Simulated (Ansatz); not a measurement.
# CH₅NOSSi: a ladder of functionals and wavefunction methods

Aim: compute CH₅NOSSi with functionals from several rungs and with coupled cluster, and see how far each lands from CCSD(T) at the basis-set limit for the atomisation energy.

Method: functionals in def2-TZVPP, the program's frozen cores in correlated methods; program: Ansatz 0.2.0, Gaussian basis.

The runs, in order: PBE-D4, r2SCAN-D4, PBE0-D4, B3LYP-D4, ωB97X-V, ωB97M-V, B2PLYP; CCSD(T)/def2-TZVPP; MP2/def2-QZVPP; extrapolation to the limit.

### Step 1. Structure used throughout

An earlier PBE0-D4 in a triple-zeta def2 set relaxation fixed the geometry.

10 atoms, charge 0, spin multiplicity 1.

Atoms are counted from 1 here; the program's logs count them from 0.

Bond lengths: O1–C2 1.208 Å, C2–S3 1.785 Å, C2–N4 1.358 Å, S3–H6 1.343 Å, N4–Si5 1.761 Å, N4–H7 1.005 Å, Si5–H8 1.479 Å, Si5–H9 1.485 Å, Si5–H10 1.479 Å. Angles: O1–C2–S3 119.0°, O1–C2–N4 122.0°, S3–C2–N4 119.1°, C2–S3–H6 98.5°, C2–N4–Si5 117.5°, C2–N4–H7 119.4°, Si5–N4–H7 123.2°, N4–Si5–H8 110.9°, N4–Si5–H9 103.4°, N4–Si5–H10 110.9°, H8–Si5–H9 110.2°, H8–Si5–H10 111.0°, H9–Si5–H10 110.2°.

Geometry (Å):

| atom | x (Å) | y (Å) | z (Å) |
| --- | --- | --- | --- |
| O1 | 0.2283 | -1.8818 | 0.1312 |
| C2 | 0.3108 | -0.8615 | 0.7724 |
| S3 | 0.8066 | -0.9547 | 2.4847 |
| N4 | 0.0380 | 0.3533 | 0.2295 |
| Si5 | -0.4463 | 0.3957 | -1.4627 |
| H6 | 0.7630 | 0.3556 | 2.7744 |
| H7 | 0.1183 | 1.1773 | 0.7995 |
| H8 | 0.6306 | -0.1247 | -2.3330 |
| H9 | -0.6612 | 1.8422 | -1.7224 |
| H10 | -1.7051 | -0.3527 | -1.6707 |

### Step 2. PBE-D4 (GGA)

in.yaml reads:

```yaml
crystal:
  periodic: [false, false, false]
  atoms:
    - {symbol: O, position_ang: [0.228323, -1.881783, 0.131226]}
    - {symbol: C, position_ang: [0.310839, -0.861516, 0.772413]}
    - {symbol: S, position_ang: [0.806600, -0.954727, 2.484713]}
    - {symbol: N, position_ang: [0.037973, 0.353275, 0.229491]}
    - {symbol: Si, position_ang: [-0.446298, 0.395736, -1.462749]}
    - {symbol: H, position_ang: [0.763009, 0.355649, 2.774380]}
    - {symbol: H, position_ang: [0.118318, 1.177321, 0.799535]}
    - {symbol: H, position_ang: [0.630616, -0.124692, -2.332989]}
    - {symbol: H, position_ang: [-0.661217, 1.842156, -1.722410]}
    - {symbol: H, position_ang: [-1.705063, -0.352720, -1.670710]}
basis:
  gaussian: {orbitals: def2-TZVPP}
hamiltonian: {xc: pbe, dispersion: d4}
output: {forces: true, orbitals: {seedname: orbitals}}
```

Command:

```console
$ ansatz run in.yaml --threads 4 --pin off --events-out ev --progress --plain --max-ram 10444MiB
```

Standard output, shortened:

```text
Functional definition: PBE
  name "PBE"
  cite "Perdew, Burke & Ernzerhof, Phys. Rev. Lett. 77, 3865 (1996) doi:10.1103/PhysRevLett.77.3865"
  parent pbe
[...]
1353 factors; their error is unknown
[...]
mean field -23357.92887502 eV, -858.3880535841 hartree, gradient 2.1e-5 eV, S^2 0.000000; 0 other end points of the search recorded, 0 dependent functions left out
[...]
reference -23357.92891683 eV, -858.3880551206 hartree; 28, 28 occupied and 219, 219 virtual orbitals, 1353 factors
Total energy: -23358.17336585 eV, -858.3970384565 hartree
Atom 0 at     0.228323    -1.881783     0.131226 Å, force    -0.082116    -1.058720    -0.652518 eV/Å
Atom 1 at     0.310839    -0.861516     0.772413 Å, force     0.080422     0.464147     0.440522 eV/Å
Atom 2 at     0.806600    -0.954727     2.484713 Å, force     0.125659    -0.258340     0.355236 eV/Å
Atom 3 at     0.037973     0.353275     0.229491 Å, force    -0.058699     0.241247    -0.122975 eV/Å
Atom 4 at    -0.446298     0.395736    -1.462749 Å, force    -0.044827     0.003725    -0.156527 eV/Å
Atom 5 at     0.763009     0.355649     2.774380 Å, force    -0.001452     0.271058     0.087430 eV/Å
Atom 6 at     0.118318     1.177321     0.799535 Å, force     0.027771     0.329245     0.210977 eV/Å
Atom 7 at     0.630616    -0.124692    -2.332989 Å, force     0.114919    -0.057917    -0.104575 eV/Å
Atom 8 at    -0.661217     1.842156    -1.722410 Å, force    -0.021676     0.148442    -0.025462 eV/Å
Atom 9 at    -1.705063    -0.352720    -1.670710 Å, force    -0.140001    -0.082887    -0.032108 eV/Å
Dipole moment:    -0.030907     0.755141     0.150707 e Å
```

It took 2.5 s on 4 threads of Arm Neoverse V1, shared host.

With the free atoms at this level, -23320.080 eV in sum, the atomisation energy is 3675.5 kJ/mol. HOMO -6.59 eV, LUMO -1.25 eV.

### Step 3. r2SCAN-D4 (meta-GGA)

in.yaml: that of step 2 with these lines changed.

```diff
@@ -15,3 +15,3 @@
   gaussian: {orbitals: def2-TZVPP}
-hamiltonian: {xc: pbe, dispersion: d4}
+hamiltonian: {xc: r2scan, dispersion: d4}
 output: {forces: true, orbitals: {seedname: orbitals}}
```

The command is unchanged.

Standard output, shortened:

```text
Functional definition: r2SCAN
  name "r2SCAN"
  cite "Furness, Kaplan, Ning, Perdew & Sun, J. Phys. Chem. Lett. 11, 8208 (2020) doi:10.1021/acs.jpclett.0c02405"
  cite "Furness, Kaplan, Ning, Perdew & Sun, J. Phys. Chem. Lett. 11, 9248 (2020) doi:10.1021/acs.jpclett.0c03077"
  parent r2scan
[...]
1353 factors; their error is unknown
[...]
mean field -23368.09897989 eV, -858.7617980445 hartree, gradient 9.1e-6 eV, S^2 0.000000; 0 other end points of the search recorded, 0 dependent functions left out
[...]
reference -23368.09899238 eV, -858.7617985034 hartree; 28, 28 occupied and 219, 219 virtual orbitals, 1353 factors
Total energy: -23368.15870429 eV, -858.7639928758 hartree
Atom 0 at     0.228323    -1.881783     0.131226 Å, force    -0.035331    -0.397985    -0.260624 eV/Å
Atom 1 at     0.310839    -0.861516     0.772413 Å, force     0.030086     0.129553     0.148138 eV/Å
Atom 2 at     0.806600    -0.954727     2.484713 Å, force     0.057860    -0.004078     0.202567 eV/Å
Atom 3 at     0.037973     0.353275     0.229491 Å, force    -0.049948     0.209477    -0.102147 eV/Å
Atom 4 at    -0.446298     0.395736    -1.462749 Å, force    -0.020905     0.020993    -0.066401 eV/Å
Atom 5 at     0.763009     0.355649     2.774380 Å, force     0.004460     0.016460     0.022347 eV/Å
Atom 6 at     0.118318     1.177321     0.799535 Å, force     0.007199     0.043311     0.038885 eV/Å
Atom 7 at     0.630616    -0.124692    -2.332989 Å, force    -0.027941     0.006447     0.015806 eV/Å
Atom 8 at    -0.661217     1.842156    -1.722410 Å, force     0.004135    -0.036230     0.001954 eV/Å
Atom 9 at    -1.705063    -0.352720    -1.670710 Å, force     0.030386     0.012053    -0.000525 eV/Å
Dipole moment:    -0.032022     0.783073     0.156385 e Å
```

It took 4.9 s on 4 threads of Arm Neoverse V1, shared host.

With the free atoms at this level, -23330.965 eV in sum, the atomisation energy is 3588.6 kJ/mol. HOMO -6.90 eV, LUMO -0.89 eV.

### Step 4. PBE0-D4 (hybrid)

in.yaml: that of step 3 with these lines changed.

```diff
@@ -15,3 +15,3 @@
   gaussian: {orbitals: def2-TZVPP}
-hamiltonian: {xc: r2scan, dispersion: d4}
-output: {forces: true, orbitals: {seedname: orbitals}}
+hamiltonian: {xc: pbe0, dispersion: d4}
+output: {orbitals: {seedname: orbitals}}
```

Launched as before.

Standard output:

```text
Functional definition: PBE0
  name "PBE0"
  cite "Adamo & Barone, J. Chem. Phys. 110, 6158 (1999) doi:10.1063/1.478522"
  cite "Perdew, Burke & Ernzerhof, Phys. Rev. Lett. 77, 3865 (1996) doi:10.1103/PhysRevLett.77.3865"
  parent pbe
  parameter a = 0.25
  parameter kappa = 0.804
  parameter beta = 0.06672455060314922
  exchange = (1 - a)*pbe_x(kappa = kappa, mu = beta*pi^2/3) + a*exact_x
  correlation = pbe_c(beta = beta)
1387 factors; their error is unknown
mean field evaluation 1: about -23352.3350 eV, gradient 6.3e1 eV
mean field evaluation 2: about -23336.2742 eV, gradient 1.1e2 eV
mean field evaluation 4: about -23359.3969 eV, gradient 1.0e1 eV
mean field evaluation 8: about -23359.5814 eV, gradient 1.7e-1 eV
mean field evaluation 16: about -23359.6209 eV, gradient 1.4e-4 eV
mean field -23359.62092193 eV, -858.4502351612 hartree, gradient 2.0e-5 eV, S^2 0.000000; 0 other end points of the search recorded, 0 dependent functions left out
reference -23359.62095355 eV, -858.4502363231 hartree; 28, 28 occupied and 219, 219 virtual orbitals, 1387 factors
Total energy: -23359.82722064 eV, -858.4578164988 hartree
```

Wall time 3.1 s (4 threads of Arm Neoverse V1, shared host); peak memory 0.63 GiB.

Atomisation energy: 3574.9 kJ/mol (free atoms -23322.776 eV, run apart). HOMO -7.87 eV, LUMO -0.32 eV.

### Step 5. B3LYP-D4 (hybrid)

B3LYP here takes the VWN-RPA correlation.

in.yaml: that of step 4 with these lines changed.

```diff
@@ -15,3 +15,3 @@
   gaussian: {orbitals: def2-TZVPP}
-hamiltonian: {xc: pbe0, dispersion: d4}
-output: {orbitals: {seedname: orbitals}}
+hamiltonian: {xc: {name: B3LYP}, dispersion: d4}
+output: {forces: true, orbitals: {seedname: orbitals}}
```

Launched as before.

Standard output, shortened:

```text
Functional definition: B3LYP
  name "B3LYP"
  cite "Stephens, Devlin, Chabalowski & Frisch, J. Phys. Chem. 98, 11623 (1994) doi:10.1021/j100096a001"
  cite "Becke, Phys. Rev. A 38, 3098 (1988) doi:10.1103/PhysRevA.38.3098"
  cite "Lee, Yang & Parr, Phys. Rev. B 37, 785 (1988) doi:10.1103/PhysRevB.37.785"
  cite "Vosko, Wilk & Nusair, Can. J. Phys. 58, 1200 (1980) doi:10.1139/p80-159"
[...]
1368 factors; their error is unknown
[...]
mean field -23373.07705616 eV, -858.9447389732 hartree, gradient 2.1e-5 eV, S^2 0.000000; 0 other end points of the search recorded, 0 dependent functions left out
[...]
reference -23373.07733083 eV, -858.9447490672 hartree; 28, 28 occupied and 219, 219 virtual orbitals, 1368 factors
Total energy: -23373.47311461 eV, -858.9592938529 hartree
Atom 0 at     0.228323    -1.881783     0.131226 Å, force    -0.018228    -0.303033    -0.167721 eV/Å
Atom 1 at     0.310839    -0.861516     0.772413 Å, force     0.018479     0.060632     0.083562 eV/Å
Atom 2 at     0.806600    -0.954727     2.484713 Å, force     0.076199    -0.010502     0.264833 eV/Å
Atom 3 at     0.037973     0.353275     0.229491 Å, force    -0.037013     0.181533    -0.065767 eV/Å
Atom 4 at    -0.446298     0.395736    -1.462749 Å, force    -0.066556     0.072594    -0.209647 eV/Å
Atom 5 at     0.763009     0.355649     2.774380 Å, force     0.006359    -0.000929     0.023068 eV/Å
Atom 6 at     0.118318     1.177321     0.799535 Å, force     0.000724     0.001787     0.001602 eV/Å
Atom 7 at     0.630616    -0.124692    -2.332989 Å, force    -0.078729     0.036692     0.054684 eV/Å
Atom 8 at    -0.661217     1.842156    -1.722410 Å, force     0.011156    -0.091617     0.007648 eV/Å
Atom 9 at    -1.705063    -0.352720    -1.670710 Å, force     0.087609     0.052844     0.007739 eV/Å
Dipole moment:    -0.028551     0.782603     0.168470 e Å
```

Wall time 4.6 s (4 threads of Arm Neoverse V1, shared host); peak memory 0.71 GiB.

With the free atoms at this level, -23336.348 eV in sum, the atomisation energy is 3582.0 kJ/mol. HOMO -7.62 eV, LUMO -0.60 eV.

### Step 6. ωB97X-V (range-separated)

in.yaml: that of step 5 with these lines changed.

```diff
@@ -15,3 +15,3 @@
   gaussian: {orbitals: def2-TZVPP}
-hamiltonian: {xc: {name: B3LYP}, dispersion: d4}
-output: {forces: true, orbitals: {seedname: orbitals}}
+hamiltonian: {xc: {name: wB97X-V}}
+output: {orbitals: {seedname: orbitals}}
```

Same command.

Standard output, shortened:

```text
Functional definition: wB97X-V
  name "wB97X-V"
  cite "Mardirossian & Head-Gordon, Phys. Chem. Chem. Phys. 16, 9904 (2014) doi:10.1039/C3CP54374A"
  cite "Becke, J. Chem. Phys. 107, 8554 (1997) doi:10.1063/1.475007"
  cite "Vydrov & Van Voorhis, J. Chem. Phys. 133, 244103 (2010) doi:10.1063/1.3521275"
[...]
      + integral(e_c_pw_opposite_spin*poly(b97_u_opposite, cos0, cos1)) + vv10(b, c)
1363 factors; their error is unknown
298 factors; integrals over basis functions are off by at most 1.1e-5 eV
[...]
mean field -23367.56078640 eV, -858.7420197987 hartree, gradient 5.8e-5 eV, S^2 0.000000; 0 other end points of the search recorded, 0 dependent functions left out
reference -23367.56078429 eV, -858.7420197212 hartree; 28, 28 occupied and 219, 219 virtual orbitals, 1363 factors
Total energy: -23367.56078429 eV, -858.7420197212 hartree
```

Run time: 7.5 s. Hardware: 4 threads of Arm Neoverse V1, shared host; peak memory 0.77 GiB.

With the free atoms at this level, -23330.213 eV in sum, the atomisation energy is 3603.5 kJ/mol. HOMO -10.26 eV, LUMO 1.74 eV.

### Step 7. ωB97M-V (range-separated)

in.yaml: that of step 6 with these lines changed.

```diff
@@ -15,3 +15,3 @@
   gaussian: {orbitals: def2-TZVPP}
-hamiltonian: {xc: {name: wB97X-V}}
-output: {orbitals: {seedname: orbitals}}
+hamiltonian: {xc: {name: wB97M-V}}
+output: {forces: true, orbitals: {seedname: orbitals}}
```

Same command.

Standard output, shortened:

```text
Functional definition: wB97M-V
  name "wB97M-V"
  cite "Mardirossian & Head-Gordon, J. Chem. Phys. 144, 214110 (2016) doi:10.1063/1.4952647"
  cite "Becke, J. Chem. Phys. 107, 8554 (1997) doi:10.1063/1.475007"
  cite "Vydrov & Van Voorhis, J. Chem. Phys. 133, 244103 (2010) doi:10.1063/1.3521275"
  # Of w^i u^j: cxij and so on, Table III.
[...]
  gx(w, u) = 1 - cx + cx01*u + cx10*w
  gss(w, u) = css00 + css04*u^4 + css10*w + css20*w^2 + css43*w^4*u^3
  gos(w, u) = cos00 + cos10*w + (cos20 + cos21*u)*w^2 + (cos60 + cos61*u)*w^6
[...]
      + integral(e_c_pw_mod_opposite_spin*gos(b97_w_opposite, b97_u_opposite)) + vv10(b, c)
1363 factors; their error is unknown
298 factors; integrals over basis functions are off by at most 1.1e-5 eV
[...]
Atom 0 at     0.228323    -1.881783     0.131226 Å, force    -0.014586    -0.082654    -0.079277 eV/Å
Atom 1 at     0.310839    -0.861516     0.772413 Å, force     0.044862    -0.034709     0.143398 eV/Å
Atom 2 at     0.806600    -0.954727     2.484713 Å, force     0.026364     0.049887     0.110093 eV/Å
Atom 3 at     0.037973     0.353275     0.229491 Å, force    -0.042030     0.215632    -0.071760 eV/Å
Atom 4 at    -0.446298     0.395736    -1.462749 Å, force    -0.059943     0.005077    -0.209548 eV/Å
Atom 5 at     0.763009     0.355649     2.774380 Å, force    -0.006072    -0.093349    -0.052051 eV/Å
Atom 6 at     0.118318     1.177321     0.799535 Å, force     0.004136    -0.047582    -0.003397 eV/Å
Atom 7 at     0.630616    -0.124692    -2.332989 Å, force    -0.132032     0.062703     0.107761 eV/Å
Atom 8 at    -0.661217     1.842156    -1.722410 Å, force     0.024221    -0.165659     0.028216 eV/Å
Atom 9 at    -1.705063    -0.352720    -1.670710 Å, force     0.155082     0.090655     0.026565 eV/Å
Dipole moment:    -0.024661     0.782172     0.182028 e Å
```

Wall time 11 s (4 threads of Arm Neoverse V1, shared host); peak memory 0.9 GiB.

Atomisation energy: 3597.3 kJ/mol (free atoms -23331.857 eV, run apart). HOMO -10.09 eV, LUMO 1.40 eV.

### Step 8. B2PLYP (double hybrid)

in.yaml: that of step 7 with these lines changed.

```diff
@@ -15,3 +15,2 @@
   gaussian: {orbitals: def2-TZVPP}
-hamiltonian: {xc: {name: wB97M-V}}
-output: {forces: true, orbitals: {seedname: orbitals}}
+hamiltonian: {xc: {name: B2PLYP}}
```

The command is unchanged.

Standard output, shortened:

```text
Functional definition: B2PLYP
  name "B2PLYP"
  cite "Grimme, J. Chem. Phys. 124, 034108 (2006) doi:10.1063/1.2148954"
  cite "Becke, Phys. Rev. A 38, 3098 (1988) doi:10.1103/PhysRevA.38.3098"
  cite "Lee, Yang & Parr, Phys. Rev. B 37, 785 (1988) doi:10.1103/PhysRevB.37.785"
[...]
1459 factors; integrals over basis functions are off by at most 1.1e-3 eV
[...]
mean field -23353.75971505 eV, -858.2348397812 hartree, gradient 4.1e-6 eV, S^2 0.000000; 0 other end points of the search recorded, 0 dependent functions left out
13 core orbitals not correlated: weight in the atoms' cores, before any rotation towards them, 1.000 or more for the frozen orbitals, at most 0.000 for the correlated occupied ones
reference -23353.75988954 eV, -858.2348461937 hartree; 15, 15 occupied and 219, 219 virtual orbitals, 1459 factors
second order -29.82734486 eV of doubles, -0.00000000 eV of singles
Total energy: -23361.81327265 eV, -858.5308025642 hartree
```

It took 5.5 s on 4 threads of Arm Neoverse V1, shared host; peak memory 0.64 GiB.

Atomisation energy: 3533.3 kJ/mol (free atoms -23325.193 eV, run apart).

### Step 9. Frontier levels by functional

Dipoles come from the runs that computed forces. Levels are read from the orbital files that the runs wrote:

| functional | HOMO (eV) | LUMO (eV) | gap (eV) | dipole (D) |
| --- | --- | --- | --- | --- |
| PBE-D4 | -6.59 | -1.25 | 5.34 | 3.70 |
| r2SCAN-D4 | -6.90 | -0.89 | 6.01 | 3.84 |
| PBE0-D4 | -7.87 | -0.32 | 7.55 |  |
| B3LYP-D4 | -7.62 | -0.60 | 7.02 | 3.85 |
| ωB97X-V | -10.26 | 1.74 | 12.00 |  |
| ωB97M-V | -10.09 | 1.40 | 11.49 | 3.86 |

### Step 10. CCSD(T) in def2-TZVPP

in.yaml: that of step 8 with these lines changed.

```diff
@@ -15,2 +15,2 @@
   gaussian: {orbitals: def2-TZVPP}
-hamiltonian: {xc: {name: B2PLYP}}
+correlation: {method: ccsd_t}
```

The command is unchanged.

Standard output, shortened:

```text
Functional definition: HF
  name "HF"
  cite "Fock, Z. Phys. 61, 126 (1930) doi:10.1007/BF01340294"
  parent pbe
[...]
1459 factors; integrals over basis functions are off by at most 1.1e-3 eV
[...]
mean field -23311.65475007 eV, -856.6875108581 hartree, gradient 5.2e-6 eV, S^2 0.000000; 0 other end points of the search recorded, 0 dependent functions left out
13 core orbitals not correlated: weight in the atoms' cores, before any rotation towards them, 1.000 or more for the frozen orbitals, at most 0.000 for the correlated occupied ones
reference -23311.65475007 eV, -856.6875108581 hartree; 15, 15 occupied and 219, 219 virtual orbitals, 1459 factors
second order -24.32727222 eV of doubles, -0.00000000 eV of singles
cycle   1  -24.55008097 eV  change   -2.2e-1 eV  update   1.3e-1
[...]
cycle  10  -25.40634382 eV  change   -5.3e-6 eV  update   1.9e-5
perturbative correction -1.13525437 eV, -0.0417198287 hartree
Total energy: -23338.19634827 eV, -857.6628966013 hartree
```

Wall time 2.2 min (4 threads of Arm Neoverse V1, shared host); peak memory 5 GiB.

### Step 11. MP2 in def2-QZVPP

in.yaml: that of step 10 with these lines changed.

```diff
@@ -14,3 +14,3 @@
 basis:
-  gaussian: {orbitals: def2-TZVPP}
-correlation: {method: ccsd_t}
+  gaussian: {orbitals: "def2-QZVPP.json"}
+correlation: {method: mp2}
```

Launched as before.

Standard output:

```text
Functional definition: HF
  name "HF"
  cite "Fock, Z. Phys. 61, 126 (1930) doi:10.1007/BF01340294"
  parent pbe
  exchange = exact_x
  correlation = 0
2771 factors; integrals over basis functions are off by at most 9.7e-4 eV
mean field evaluation 1: about -23307.4734 eV, gradient 4.6e1 eV
mean field evaluation 2: about -23307.6501 eV, gradient 4.6e1 eV
mean field evaluation 4: about -23312.3155 eV, gradient 5.2e0 eV
mean field evaluation 8: about -23312.4253 eV, gradient 5.5e-1 eV
mean field evaluation 16: about -23312.4279 eV, gradient 3.5e-6 eV
mean field -23312.42791602 eV, -856.7159241825 hartree, gradient 3.5e-6 eV, S^2 0.000000; 0 other end points of the search recorded, 0 dependent functions left out
13 core orbitals not correlated: weight in the atoms' cores, before any rotation towards them, 1.000 or more for the frozen orbitals, at most 0.000 for the correlated occupied ones
reference -23312.42791602 eV, -856.7159241825 hartree; 15, 15 occupied and 433, 433 virtual orbitals, 2771 factors
second order -26.19638190 eV of doubles, -0.00000000 eV of singles
Total energy: -23338.62429792 eV, -857.6786234609 hartree
```

Wall time 20 s (4 threads of Arm Neoverse V1, shared host); peak memory 2.7 GiB.

The pieces so far (eV):

| basis | HF | MP2 correlation | CCSD correlation | (T) | total |
| --- | --- | --- | --- | --- | --- |
| def2-TZVPP | -23311.6548 | -24.3273 | -25.4063 | -1.1353 | -23338.1963 |
| def2-QZVPP | -23312.4279 | -26.1964 |  |  | -23338.6243 (MP2) |

The report of the def2-TZVPP run gives T1 = 0.0152.

### Step 12. The basis-set limit

No new run: Hartree-Fock is extrapolated as exp(−7.88√X) and correlation as X^−2.97, with X = 3 and 4; only MP2 was run in the larger set, so CCSD(T) minus MP2 is added from the smaller one.

| level | energy at the limit (eV) |
| --- | --- |
| HF | -23312.5344 |
| MP2 | -23340.1153 |
| CCSD | -23341.1944 |
| CCSD(T) | -23342.3296 |

### Step 13. All levels against the reference

Free atoms (1 O, 1 C, 1 S, 1 N, 1 Si, 5 H) were run apart at each level; the atomisation energy is their sum less the molecule, without zero-point or spin-orbit terms.

Differences are taken before rounding.

| method | rung | atomisation energy (kJ/mol) | from CCSD(T)/CBS (kJ/mol) | time |
| --- | --- | --- | --- | --- |
| PBE-D4 | GGA | 3675.5 | +103.7 | 2.5 s |
| r2SCAN-D4 | meta-GGA | 3588.6 | +16.9 | 4.9 s |
| PBE0-D4 | hybrid | 3574.9 | +3.2 | 3.1 s |
| B3LYP-D4 | hybrid | 3582.0 | +10.2 | 4.6 s |
| ωB97X-V | range-separated | 3603.5 | +31.7 | 7.5 s |
| ωB97M-V | range-separated | 3597.3 | +25.5 | 11 s |
| B2PLYP | double hybrid | 3533.3 | -38.5 | 5.5 s |
| HF/def2-TZVPP | wavefunction | 2428.0 | -1143.8 |  |
| MP2/def2-TZVPP | wavefunction | 3527.5 | -44.2 |  |
| CCSD/def2-TZVPP | wavefunction | 3382.5 | -189.2 |  |
| CCSD(T)/def2-TZVPP | wavefunction | 3454.3 | -117.4 | 2.2 min |
| MP2/CBS | wavefunction | 3644.9 | +73.2 |  |
| CCSD(T)/CBS | wavefunction | 3571.8 | 0 | 2.5 min |

Among the levels timed on like hardware and quicker than the yardstick, those that no quicker one beats, quickest first: PBE-D4 (2.5 s, +103.7 kJ/mol); PBE0-D4 (3.1 s, +3.2 kJ/mol).

B2PLYP carry no dispersion term (for B3LYP, D4 adds 38.2 kJ/mol).

Times are those of the molecule's run; HF, MP2 and CCSD come out of the CCSD(T) runs, and the limit's time is the sum of the runs that it needs.

### Step 14. Results

```
                               quantity                                 value
        atomisation energy, CCSD(T)/CBS                         3571.8 kJ/mol
 functionals within 17.9 kJ/mol (0.5 %)          r2SCAN-D4, PBE0-D4, B3LYP-D4
                               farthest                PBE-D4 (+103.7 kJ/mol)
             mean size of error, hybrid                            6.7 kJ/mol
    mean size of error, range-separated                           28.6 kJ/mol
              gap, smallest and largest  5.34 eV (PBE-D4), 12.00 eV (ωB97X-V)
                          T1 diagnostic                                0.0152
triples share of the correlation energy                                 4.3 %
```

**Reading.** PBE-D4 is off by +103.7 kJ/mol. Double hybrids carry the basis error of their MP2 part in triple zeta, and no dispersion term here, so their miss is partly the set-up's. The reference freezes the cores and leaves out relativity and excitations past (T), so misses under about 17.9 kJ/mol can't be ranked. Hartree-Fock recovers 68 % of the binding; the rest is correlation. Orbital gaps span 5.3 to 12.0 eV; exact exchange widens them.

PBE0-D4 reaches 3.2 kJ/mol from the reference in 3.1 s, where CCSD(T)/CBS took 2.5 min; the quickest level in the cost chart, PBE-D4, takes 2.5 s and misses by 103.7 kJ/mol.
